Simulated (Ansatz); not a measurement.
# C2HBrFN, SMILES N#CC(F)Br: a single point in a Gaussian basis

With Ansatz 0.2.0 through its Python package.

The cells in order, each with its output:

```python
from pathlib import Path
import json
import warnings

import ansatz as az
import numpy as np
```

```python
warnings.simplefilter('ignore', az.DeckWarning)
```

```python
geometry_ang = [
    ('N', [-0.527, -0.9317, 1.9571]),
    ('C', [-0.2441, -0.4656, 0.9149]),
    ('C', [0.178, 0.0817, -0.3817]),
    ('F', [0.0418, -0.8093, -1.3637]),
    ('Br', [-0.6881, 1.7471, -0.8099]),
    ('H', [1.2816, 0.3137, -0.3628]),
]
c2hbrfn = az.Crystal.molecule()
for symbol, xyz in geometry_ang:
    c2hbrfn = c2hbrfn.atom(symbol, xyz)
```

```python
model = c2hbrfn.calculation()
model = model.basis(gaussian='def2-SVPD')
model = model.functional('CAM-B3LYP')
model = model.forces()
model = model.orbitals()
done = model.run(threads=1, backend='cpu', runs_dir='out')
summary = done.report
```

    

```python
summary['mean_field']['state']['spin_squared']
```

    1.0658141036401503e-14

```python
print('reference energy %16.6f eV' % summary['reference_energy_ev'])
print('total energy     %16.6f eV' % summary['free_energy_ev'])
print('occupied (up, down):', summary['n_occupied'], ' virtual:', summary['n_virtual'], ' frozen:', summary['n_frozen'])
```

    reference energy    -76330.193842 eV
    total energy        -76330.193842 eV
    occupied (up, down): [32, 32]  virtual: [100, 100]  frozen: 0

```python
state = summary['mean_field']['state']
print(f'mean field: {state["energy"]["hartree"]:.7f} Ha, <S^2> = {abs(state["spin_squared"]):.4f}, stability: {state.get("stability", {}).get("kind")}')
```

    mean field: -2805.0828852 Ha, <S^2> = 0.0000, stability: minimum

```python
symbols = [site.symbol for site in c2hbrfn.cartesian_sites]
print('forces (eV/A)')
for symbol, f in zip(symbols, summary['forces_ev_ang']):
    print(f'  {symbol:2s} {f[0]:9.4f} {f[1]:9.4f} {f[2]:9.4f}')
```

    forces (eV/A)
      N     0.7276    1.2689   -2.7261
      C    -0.8262   -1.2073    2.5061
      C     1.9384    0.5440    0.4604
      F    -0.6660   -0.6897   -0.6330
      Br   -0.2648    0.0739    0.0014
      H    -0.9090    0.0103    0.3912

```python
charges = summary['charge_distribution']
print('dipole moment', round(4.803205 * float(np.linalg.norm(charges['dipole_moment_e_ang'])), 3), 'D')
print('Mulliken:', [(s, round(q, 3)) for s, q in zip(symbols, charges['mulliken_charges_e'])])

lines = Path(summary['orbitals_path']).read_text().splitlines()
field_of = lambda key: [line.split('=')[1].strip() for line in lines if line.startswith(key)]
orbitals = [(27.211386 * float(e), s, float(n)) for e, s, n in zip(field_of('Ene='), field_of('Spin='), field_of('Occup='))]
homo = max(e for e, _, n in orbitals if n > 0.5)
lumo = min(e for e, _, n in orbitals if n < 0.5)
print(f'HOMO {homo:.3f} eV, LUMO {lumo:.3f} eV, gap {lumo - homo:.3f} eV')
with open('c2hbrfn.json', 'w') as handle:
    json.dump({k: summary[k] for k in ('free_energy_ev', 'reference_energy_ev', 'n_occupied', 'n_virtual')}, handle, indent=1)
```

    dipole moment 2.571 D
    Mulliken: [('N', 0.016), ('C', 0.108), ('C', 0.173), ('F', -0.382), ('Br', -0.013), ('H', 0.098)]
    HOMO -10.516 eV, LUMO -0.698 eV, gap 9.818 eV

It writes `c2hbrfn.json`:
```json
{
 "free_energy_ev": -76330.19384243587,
 "reference_energy_ev": -76330.19384243587,
 "n_occupied": [
  32,
  32
 ],
 "n_virtual": [
  100,
  100
 ]
}
```

Notes:
- Total energies depend on the basis set; only differences at equal settings carry meaning.
- The geometry is a force-field or estimated start, not a minimum of this method, and the basis set is short of its limit.
- Levels such as HOMO and LUMO are orbital energies: with these approximate functionals they aren't the ionisation energy and electron affinity, and their gap isn't the fundamental gap.
- Mulliken charges are unreliable in a basis with diffuse functions.
- Timing: 12 s on 1 thread of Intel(R) Xeon(R) Platinum 8259CL CPU @ 2.50GHz (Skylake/Cascade Lake), with other jobs on the host, peak memory 0.45 GiB.

(Lines on the test bed's own set-up are left out of the output.)
